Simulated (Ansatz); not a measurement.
# CsH: a sublattice displacement scan

Aim: for CsH, measure how stiffly every Cs atom is held.

Computed with Ansatz 0.2.0 (DFT r2SCAN, scalar-relativistic, plane waves, PAW, unless a step's input says otherwise).

## Step 1: Starting point

The structure is cubic, space group Fm-3m (No. 225). Conventional cell: a = 6.376 Å, b = 6.376 Å, c = 6.376 Å, α = 90.00°, β = 90.00°, γ = 90.00°. Cs (site symmetry m-3m) has 6 H at 3.19 Å in its first shell of neighbours. H (site symmetry m-3m) is surrounded by 6 Cs at 3.19 Å.

As a file:

```cif
data_structure
_symmetry_space_group_name_H-M 'Fm-3m'
_symmetry_Int_Tables_number 225
_cell_length_a 6.3760
_cell_length_b 6.3760
_cell_length_c 6.3760
_cell_angle_alpha 90.000
_cell_angle_beta 90.000
_cell_angle_gamma 90.000
_cell_volume 259.21
loop_
_atom_site_label
_atom_site_type_symbol
_atom_site_symmetry_multiplicity
_atom_site_Wyckoff_symbol
_atom_site_fract_x
_atom_site_fract_y
_atom_site_fract_z
_atom_site_occupancy
Cs1 Cs 4 a 0.00000 0.00000 0.00000 1
H1 H 4 b 0.50000 0.00000 0.00000 1
```

The cell is taken as given, not relaxed at this level.

## Step 2: The reference cell

Reference values: F = -5702.3907 eV; pressure 0.01 GPa; largest force 0.000 eV/Å; gap on the mesh 2.68 eV. It was computed beforehand with the settings of the runs below.

## Step 3: The scan: a sublattice displacement scan

Every Cs atom is moved by x along the Cartesian unit vector (0.000, 1.000, 0.000); the cell and all other atoms stay fixed. Forces below are components along that vector, summed over the moved atoms.

## Step 4: At x = -0.200 Å

input.yaml

```yaml
crystal:
  lattice:
    - [0.0, 3.188, 3.188]
    - [3.188, 0.0, 3.188]
    - [3.188, 3.188, 0.0]
  atoms:
    - { symbol: Cs, position: [-0.0313676286, 0.0313676286, -0.0313676286] }
    - { symbol: H, position: [0.5, 0.5, 0.5] }
basis:
  ecutwfc: 500
kpoints:
  mp_grid: { grid: [6, 6, 6] }
hamiltonian:
  xc: r2scan
scf:
  occupations: { method: gaussian, width: 0.05 }
output:
  forces: true
  stress: true
  eigenvalues: true
```

The run is started by

```sh
$ ansatz run input.yaml --threads 1 --pin off --max-ram 2560MiB --backend cpu --events-out ev --progress --plain --runs-dir out
```

## Step 5: Point x = 0.150 Å

input.yaml: that of step 4 with these lines changed.

```diff
@@ -6,3 +6,3 @@
   atoms:
-    - { symbol: Cs, position: [-0.0313676286, 0.0313676286, -0.0313676286] }
+    - { symbol: Cs, position: [0.0235257215, -0.0235257215, 0.0235257215] }
     - { symbol: H, position: [0.5, 0.5, 0.5] }
```

## Step 6: x = -0.100 Å

input.yaml: that of step 5 with these lines changed.

```diff
@@ -6,3 +6,3 @@
   atoms:
-    - { symbol: Cs, position: [0.0235257215, -0.0235257215, 0.0235257215] }
+    - { symbol: Cs, position: [-0.0156838143, 0.0156838143, -0.0156838143] }
     - { symbol: H, position: [0.5, 0.5, 0.5] }
```

## Step 7: Point x = 0.050 Å

input.yaml: that of step 6 with these lines changed.

```diff
@@ -6,3 +6,3 @@
   atoms:
-    - { symbol: Cs, position: [-0.0156838143, 0.0156838143, -0.0156838143] }
+    - { symbol: Cs, position: [0.0078419072, -0.0078419072, 0.0078419072] }
     - { symbol: H, position: [0.5, 0.5, 0.5] }
```

## Step 8: At x = 0.175 Å

input.yaml: that of step 7 with these lines changed.

```diff
@@ -6,3 +6,3 @@
   atoms:
-    - { symbol: Cs, position: [0.0078419072, -0.0078419072, 0.0078419072] }
+    - { symbol: Cs, position: [0.027446675, -0.027446675, 0.027446675] }
     - { symbol: H, position: [0.5, 0.5, 0.5] }
```

## Step 9: At x = 0.125 Å

input.yaml: that of step 8 with these lines changed.

```diff
@@ -6,3 +6,3 @@
   atoms:
-    - { symbol: Cs, position: [0.027446675, -0.027446675, 0.027446675] }
+    - { symbol: Cs, position: [0.0196047679, -0.0196047679, 0.0196047679] }
     - { symbol: H, position: [0.5, 0.5, 0.5] }
```

## Step 10: At x = 0.075 Å

input.yaml: that of step 9 with these lines changed.

```diff
@@ -6,3 +6,3 @@
   atoms:
-    - { symbol: Cs, position: [0.0196047679, -0.0196047679, 0.0196047679] }
+    - { symbol: Cs, position: [0.0117628607, -0.0117628607, 0.0117628607] }
     - { symbol: H, position: [0.5, 0.5, 0.5] }
```

## Step 11: x = 0.025 Å

input.yaml: that of step 10 with these lines changed.

```diff
@@ -6,3 +6,3 @@
   atoms:
-    - { symbol: Cs, position: [0.0117628607, -0.0117628607, 0.0117628607] }
+    - { symbol: Cs, position: [0.0039209536, -0.0039209536, 0.0039209536] }
     - { symbol: H, position: [0.5, 0.5, 0.5] }
```

(Steps that only read results are left out.)

**Question.** What will these runs give?

As calculated:

| quantity | value |
| --- | --- |
| force constant along x, from the points at -0.100, 0 and 0.025 Å | 0.60 eV/Å² |

Near the site the force constant is 0.60 eV/Å². The undisturbed cell stays the lowest of the sampled points. The gap on the mesh stays between 2.68 and 2.71 eV.
